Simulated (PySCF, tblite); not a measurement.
# C₅H₁₀NO radical: geometry, infrared bands and EPR parameters

Aim: predict the infrared bands and EPR parameters of C₅H₁₀NO radical (`C[N]C(=O)C(C)C`).

Computed with tblite 0.8.0 and PySCF 2.14.0, with density-fitted response routines of our own, on a single molecule in the gas phase. Atoms are numbered from 0 throughout.

**1. The starting structure**

17 atoms, charge 0, multiplicity 2; geometry from: force field or distance geometry start.

Bonds of the start (Å): C0–N1 1.48, N1–C2 1.41, C2–O3 1.27, C2–C4 1.48, C4–C5 1.52, C4–C6 1.48, C0–H7 1.14, C0–H8 1.11, C0–H9 1.09, C4–H10 1.13, C5–H11 1.10, C5–H12 1.10, C5–H13 1.13, C6–H14 1.10, C6–H15 1.12, C6–H16 1.12.

**2. Relaxing the molecule with GFN2-xTB**

The job: settings as JSON, then the geometry in Å.

```
{"job": {"kind": "relax", "xc": "GFN2-xTB", "basis": "xTB"}, "charge": 0, "multiplicity": 2}
C      2.865100    -0.090900     0.428200
N      1.534000    -0.567000    -0.021800
C      0.491400     0.378300     0.107700
O      0.698500     1.597500     0.398100
C     -0.890800    -0.102700    -0.136900
C     -1.832500     1.080700     0.034500
C     -1.267900    -1.296700     0.652200
H      2.749400     0.759000     1.172100
H      3.396800    -0.942700     0.899300
H      3.370100     0.266700    -0.465600
H     -0.961000    -0.357400    -1.240300
H     -2.886500     0.802900    -0.078400
H     -1.556900     1.826700    -0.721000
H     -1.628500     1.598400     1.013000
H     -0.396400    -1.938400     0.854200
H     -1.990200    -1.942800     0.092400
H     -1.701500    -1.059700     1.651800
```

Run with:

```
$ OMP_NUM_THREADS=1 python probes_run.py task.json out
```

The driver reads the jobs from task.json and runs them one after another.

What it wrote:

```text
step      E/eV     max force
  0    -617.78458    3.014
  1    -618.12384    2.001
  2    -618.19965    0.627
  3    -618.23139    0.524
  4    -618.26154    0.321
  5    -618.27239    0.301
  6    -618.28784    0.239
  7    -618.29482    0.216
  8    -618.30421    0.252
  9    -618.31314    0.285
 10    -618.32343    0.251
 11    -618.33272    0.237
 12    -618.34147    0.206
 13    -618.35006    0.196
 14    -618.35851    0.230
 15    -618.36639    0.233
 16    -618.37417    0.213
 17    -618.38088    0.175
 18    -618.38618    0.160
 19    -618.39086    0.181
 20    -618.39537    0.166
 21    -618.39947    0.130
 22    -618.40257    0.120
 23    -618.40494    0.137
 24    -618.40727    0.122
 25    -618.40933    0.093
 26    -618.41097    0.094
 27    -618.41250    0.086
 28    -618.41414    0.104
 29    -618.41587    0.124
 30    -618.41750    0.127
 31    -618.41884    0.109
 32    -618.41989    0.075
 33    -618.42092    0.092
 34    -618.42195    0.090
 35    -618.42282    0.082
 36    -618.42357    0.067
 37    -618.42445    0.077
 38    -618.42576    0.094
 39    -618.42739    0.111
 40    -618.42890    0.105
 41    -618.43008    0.080
 42    -618.43112    0.064
 43    -618.43230    0.077
 44    -618.43337    0.069
 45    -618.43418    0.069
 46    -618.43477    0.075
 47    -618.43538    0.072
 48    -618.43612    0.060
 49    -618.43699    0.060
 50    -618.43768    0.056
 51    -618.43813    0.051
 52    -618.43844    0.054
 53    -618.43877    0.053
 54    -618.43914    0.051
 55    -618.43959    0.048
 56    -618.44010    0.054
 57    -618.44070    0.062
 58    -618.44129    0.060
 59    -618.44174    0.047
 60    -618.44201    0.037
 61    -618.44222    0.036
 62    -618.44239    0.028
 63    -618.44255    0.024
 64    -618.44265    0.025
 65    -618.44276    0.025
 66    -618.44291    0.030
 67    -618.44315    0.033
 68    -618.44343    0.035
 69    -618.44372    0.039
 70    -618.44403    0.048
 71    -618.44445    0.061
 72    -618.44498    0.058
 73    -618.44545    0.040
 74    -618.44569    0.077
 75    -618.44592    0.035
 76    -618.44607    0.029
 77    -618.44632    0.024
 78    -618.44642    0.023
 79    -618.44650    0.024
 80    -618.44658    0.025
 81    -618.44672    0.029
 82    -618.44691    0.037
 83    -618.44709    0.032
 84    -618.44719    0.028
 85    -618.44726    0.021
 86    -618.44734    0.023
 87    -618.44745    0.030
 88    -618.44757    0.028
 89    -618.44768    0.021
 90    -618.44777    0.025
 91    -618.44786    0.025
 92    -618.44797    0.025
 93    -618.44813    0.032
 94    -618.44834    0.031
 95    -618.44858    0.038
 96    -618.44892    0.044
 97    -618.44941    0.051
 98    -618.45013    0.077
 99    -618.45083    0.096
100    -618.45105    0.137
101    -618.45176    0.042
102    -618.45194    0.029
103    -618.45212    0.036
104    -618.45229    0.032
105    -618.45248    0.023
106    -618.45254    0.013
107    -618.45256    0.013
108    -618.45258    0.013
109    -618.45260    0.012
110    -618.45262    0.009
```

It took 0.54 s on 1 thread of Arm Neoverse V2, shared host; peak memory 0.18 GiB.

Step by step: (not every step is listed)

```csv
step,energy from step 0 (eV),largest force (eV/Å)
0,0.0000,3.0136
1,-0.3393,2.0009
2,-0.4151,0.6268
3,-0.4468,0.5239
4,-0.4770,0.3215
5,-0.4878,0.3014
6,-0.5033,0.2395
7,-0.5102,0.2160
8,-0.5196,0.2519
17,-0.5963,0.1755
26,-0.6264,0.0937
35,-0.6382,0.0819
44,-0.6488,0.0694
53,-0.6542,0.0534
62,-0.6578,0.0283
71,-0.6599,0.0607
80,-0.6620,0.0251
89,-0.6631,0.0215
98,-0.6655,0.0769
105,-0.6679,0.0233
106,-0.6680,0.0132
107,-0.6680,0.0127
108,-0.6680,0.0135
109,-0.6680,0.0121
110,-0.6680,0.0095
```

Close pairs (by a distance rule), those that changed most:

```csv
bond,before (Å),after (Å),change (Å)
N1–C2,1.413,1.309,-0.105
C0–N1,1.484,1.408,-0.076
C4–C6,1.480,1.521,+0.041
C0–H7,1.135,1.095,-0.040
C4–H10,1.135,1.097,-0.038
C5–H13,1.126,1.088,-0.038
C2–O3,1.270,1.237,-0.033
C2–C4,1.484,1.516,+0.032
```

The next job starts from the end point, and lists it.

**3. Harmonic vibrations with GFN2-xTB**

The job: settings as JSON, then the geometry in Å.

```
{"job": {"kind": "ir", "xc": "GFN2-xTB", "basis": "xTB"}, "charge": 0, "multiplicity": 2}
C      2.740003    -0.102576     0.653325
N      1.367940    -0.324944     0.431101
C      0.500945     0.470142    -0.142212
O      0.886851     1.572946    -0.548068
C     -0.920817    -0.041123    -0.268970
C     -1.892282     1.068201     0.131076
C     -1.109706    -1.304172     0.556443
H      2.917225     0.717742     1.357156
H      3.123973    -1.023479     1.101611
H      3.289762     0.077844    -0.276923
H     -1.066996    -0.271172    -1.331475
H     -2.918694     0.746074    -0.027669
H     -1.703670     1.959942    -0.461999
H     -1.765728     1.321433     1.181640
H     -0.295152    -1.999560     0.362100
H     -2.050123    -1.789214     0.305127
H     -1.110529    -1.066055     1.617290
```

What it wrote:

```text
mode    cm-1     km/mol
  1      25.5      2.02
  2     118.4      6.80
  3     139.7      2.58
  4     154.0      2.13
  5     162.6      8.22
  6     207.4      1.68
  7     266.6     13.08
  8     282.9     28.93
  9     367.3      1.90
 10     472.2      3.08
 11     494.9      5.14
 12     598.0     12.82
 13     774.6      6.79
 14     929.9      2.61
 15     949.6      2.74
 16     979.1      2.19
 17    1020.4     11.95
 18    1043.4      2.54
 19    1077.5     48.58
 20    1127.7     53.19
 21    1156.7     21.12
 22    1183.0      8.24
 23    1269.8      2.90
 24    1298.8      6.80
 25    1358.8      4.70
 26    1396.9     16.17
 27    1408.3      1.40
 28    1409.5     16.55
 29    1427.8     32.76
 30    1461.9     18.42
 31    1478.7      5.85
 32    1482.2      3.49
 33    1488.4      6.54
 34    1498.5      6.16
 35    1533.0    133.94
 36    2915.5     23.56
 37    2919.5     17.93
 38    2922.2     18.41
 39    2955.5      0.98
 40    3023.6     18.20
 41    3031.9      2.24
 42    3033.9     34.07
 43    3037.8     37.37
 44    3043.9     20.70
 45    3045.5     22.70
```

Wall time 0.4 s (1 thread of Arm Neoverse V2, shared host); peak memory 0.18 GiB.

Which atoms move in the most intense modes:

```csv
cm⁻¹,km/mol,atoms
283,28.9,"N1 21 %, C0 18 %, C6 16 %, O3 15 %"
1078,48.6,"H9 18 %, C0 14 %, H10 11 %, N1 11 %"
1128,53.2,"C0 17 %, N1 16 %, H10 15 %, C4 13 %"
1428,32.8,"H9 46 %, H7 44 %"
1533,133.9,"C2 60 %, O3 35 %"
2916,23.6,H10 92 %
3034,34.1,"H13 54 %, H15 25 %"
3038,37.4,"H11 68 %, H13 13 %"
```

**4. g tensor and hyperfine couplings: B3LYP/pcH-1**

Settings changed since step 3:

```diff
@@ -1,2 +1,2 @@
-{"job": {"kind": "ir", "xc": "GFN2-xTB", "basis": "xTB"}, "charge": 0, "multiplicity": 2}
+{"job": {"kind": "epr", "basis": "pcH-1"}, "charge": 0, "multiplicity": 2}
 C      2.740003    -0.102576     0.653325
```

Method: UKS B3LYP, pcH-1 on C H N O, non-relativistic, mean-field spin-orbit, GIAO.

What it wrote:

```text
UKS, coarse grid
  cycle   1  E = -326.31898477  |g| = 6.48e-01
  cycle   2  E = -325.12291095  |g| = 1.73e+00
  cycle   3  E = -326.43893785  |g| = 3.39e-01
  cycle   4  E = -326.48790390  |g| = 1.32e-01
  cycle   5  E = -326.49441575  |g| = 4.55e-02
  cycle   6  E = -326.49507938  |g| = 2.47e-02
  cycle   7  E = -326.49530318  |g| = 1.21e-02
  cycle   8  E = -326.49535993  |g| = 5.47e-03
  cycle   9  E = -326.49537451  |g| = 2.61e-03
  cycle  10  E = -326.49537801  |g| = 1.14e-03
  cycle  11  E = -326.49537863  |g| = 4.74e-04
UKS, final grid
  cycle   1  E = -326.49534664  |g| = 1.48e-03
  cycle   2  E = -326.49533485  |g| = 5.58e-03
  cycle   3  E = -326.49534759  |g| = 1.53e-04
  cycle   4  E = -326.49534760  |g| = 1.10e-04
  cycle   5  E = -326.49534762  |g| = 3.13e-05
  cycle   6  E = -326.49534763  |g| = 1.87e-05
E = -326.49534763 Eh   <S^2> = 0.7555 (exact 0.7500)
g shifts (ppm)      1          2          3
  rmc          -266       -266       -266
  gc             46         18          6
  oz_so       -1430       4908      19614
  total       -1643       4660      19361
hyperfine (MHz)  atom isotope    a_iso     a_fc   dipolar eigenvalues
    0   13C       6.90       6.90     -5.80     -2.85      8.64
    1   14N      52.73      52.73    -32.03    -28.61     60.64
    2   13C     -19.77     -19.77    -14.10     -2.02     16.12
    3   17O     -17.33     -17.33   -115.44     57.32     58.12
    4   13C      -8.03      -8.03     -1.46      0.18      1.27
    5   13C      -0.72      -0.72     -0.65     -0.08      0.72
    6   13C      13.07      13.07     -2.24     -2.02      4.25
    7    1H      32.30      32.30     -3.97     -3.24      7.21
    8    1H      78.84      78.84     -7.21     -5.30     12.50
    9    1H      28.68      28.68     -3.77     -3.41      7.17
   10    1H      -2.87      -2.87     -2.83     -0.88      3.72
   11    1H       0.02       0.02     -1.05     -0.65      1.70
   12    1H       1.42       1.42     -2.47     -1.38      3.85
   13    1H      -0.04      -0.04     -1.68     -0.93      2.61
   14    1H      17.08      17.08     -6.49     -1.65      8.14
   15    1H      21.33      21.33     -1.72     -1.44      3.16
   16    1H      -0.22      -0.22     -2.98     -2.17      5.15
```

Run time: 78 s. Hardware: 1 thread of Arm Neoverse V2, shared host; peak memory 1 GiB.

Principal g values 2.00068, 2.00698, 2.02168; g(iso) = 2.00978, against 2.00232 for a free electron.

Mean a(iso) over the nuclei that a row names, and the largest dipolar term of the row (other rows stand at the frozen geometry):

```csv
nuclei,isotope,a(iso) (MHz),"a(iso) (G, at g = 2.0023)",largest dipolar term (MHz)
N1,14N,52.7,18.8,60.6
"H7, H8, H9",1H,46.6,16.6,12.5
C2,13C,-19.8,-7.1,16.1
O3,17O,-17.3,-6.2,-115.4
C4,13C,-8.0,-2.9,-1.5
C0,13C,6.9,2.5,8.6
"H11, H12, H13, H14, H15, H16",1H,6.6,2.4,8.1
"C5, C6",13C,6.2,2.2,4.3
H10,1H,-2.9,-1.0,3.7
```

Mulliken spin populations:

C0 -0.01; N1 0.63; C2 -0.05; O3 0.35; C4 0.00; C5 0.00; C6 0.00; H7 0.02; H8 0.03; H9 0.02; H10 0.00; H11 0.00; H12 0.00; H13 0.00; H14 0.00; H15 0.01; H16 0.00

In first order the couplings over 0.8 MHz of 14N, 1H give 168 distinct lines over 102.7 G, if the averaged nuclei exchange fast.

The fields below are evaluated on a grid from the run's orbitals.

ELF in a plane through or near 8 of the atoms.

Values, 10 rows by 14 columns:
```
0.00 0.00 0.00 0.00 0.00 0.00 0.00 0.00 0.00 0.00 0.00 0.00 0.00 0.00
0.00 0.00 0.00 0.00 0.00 0.01 0.03 0.01 0.00 0.08 0.01 0.00 0.00 0.00
0.00 0.00 0.00 0.00 0.00 0.41 0.64 0.34 0.11 0.97 0.58 0.01 0.00 0.00
0.00 0.00 0.02 0.16 0.03 0.42 0.71 0.30 0.27 0.93 0.47 0.24 0.01 0.00
0.00 0.00 0.09 0.71 0.57 0.38 0.60 0.63 0.60 0.16 0.99 0.99 0.20 0.00
0.00 0.01 0.33 0.79 0.53 0.44 0.62 0.17 0.57 0.18 0.63 0.88 0.02 0.00
0.00 0.01 0.96 1.00 0.18 0.63 0.07 0.46 0.39 0.65 0.17 0.00 0.00 0.00
0.00 0.00 0.21 0.74 0.01 0.01 0.32 0.80 0.46 0.91 0.87 0.01 0.00 0.00
0.00 0.00 0.00 0.00 0.00 0.00 0.08 0.15 0.05 0.16 0.08 0.00 0.00 0.00
0.00 0.00 0.00 0.00 0.00 0.00 0.00 0.00 0.00 0.00 0.00 0.00 0.00 0.00
```
The map spans 11.7 Å across and 9.2 Å up, centred on the molecule. Atoms in the plane (x, y in Å): C0 (-2.8, 0.0), N1 (-1.4, -0.2), C5 (2.0, 0.9), C6 (1.0, -1.4), H8 (-3.3, -0.9), H11 (3.0, 0.5), H12 (1.9, 1.9), H15 (1.9, -1.9).

log10 of the density (e/Å³) in the same plane.

Values, 10 rows by 14 columns:
```
-4.0 -4.0 -4.0 -4.0 -4.0 -4.0 -4.0 -4.0 -4.0 -4.0 -4.0 -4.0 -4.0 -4.0
-4.0 -4.0 -4.0 -4.0 -4.0 -2.8 -2.4 -2.7 -2.9 -2.6 -3.0 -3.8 -4.0 -4.0
-4.0 -4.0 -3.6 -3.1 -2.5 -1.3 -0.8 -1.3 -1.6 -1.0 -1.6 -2.7 -3.9 -4.0
-4.0 -3.5 -2.3 -1.5 -1.5 -0.8  0.0 -0.7 -0.8  0.2 -0.6 -1.7 -2.9 -4.0
-4.0 -2.9 -1.4 -0.1 -0.1 -0.3  0.0 -0.3 -0.2  0.4  0.3 -0.8 -2.5 -4.0
-4.0 -2.7 -1.2  0.1  0.1  0.6 -0.2 -0.6 -0.2 -0.7 -0.9 -1.5 -2.9 -4.0
-4.0 -2.9 -1.3 -0.3 -1.0 -0.8 -1.1 -0.4  1.0 -0.4 -1.5 -2.7 -3.8 -4.0
-4.0 -3.6 -2.5 -1.9 -2.3 -2.2 -1.4 -0.6 -0.3 -0.4 -1.5 -2.9 -4.0 -4.0
-4.0 -4.0 -4.0 -3.9 -4.0 -3.5 -2.5 -2.0 -1.9 -2.0 -2.6 -3.7 -4.0 -4.0
-4.0 -4.0 -4.0 -4.0 -4.0 -4.0 -4.0 -3.6 -3.5 -3.7 -4.0 -4.0 -4.0 -4.0
```
The map spans 11.7 Å across and 9.2 Å up, centred on the molecule. Atoms in the plane (x, y in Å): C0 (-2.8, 0.0), N1 (-1.4, -0.2), C5 (2.0, 0.9), C6 (1.0, -1.4), H8 (-3.3, -0.9), H11 (3.0, 0.5), H12 (1.9, 1.9), H15 (1.9, -1.9).

On the surface of density 0.002 e/bohr³ the electrostatic potential runs, from the 1st to the 99th percentile, from -1.57 V near O3 to 0.87 V near H8.

The spin density lies nearest to N1 52 %; O3 31 %.

**5. Outcome**

| quantity | value |
| --- | --- |
| strongest single infrared mode (GFN2-xTB) | 1533 cm⁻¹, 134 km/mol |
| zero-point energy (GFN2-xTB) | 88.6 kcal/mol |
| g(iso) (B3LYP) | 2.00978 |
| ⟨S²⟩ | 0.755 (exact 0.75) |
| largest a(iso) (averaged by class) | 14N on N1, 52.7 MHz |
| surface potential, 1st and 99th percentile | -1.57 V and 0.87 V |

What this shows: Relaxing lowered the energy by 0.668 eV in 110 steps; the close pair that moved most is N1–C2, from 1.413 to 1.309 Å. All 45 modes are real, so the xTB geometry is a minimum. The strongest single mode, at 1533 cm⁻¹, moves mainly C2 and O3. GFN2-xTB is a fitted tight-binding method: band positions and strengths are rough. Its intensities can rank the bands wrongly. N1 carries the largest spin population, 0.63 e. The isotropic g lies 7.5 ppt above the free-electron value.
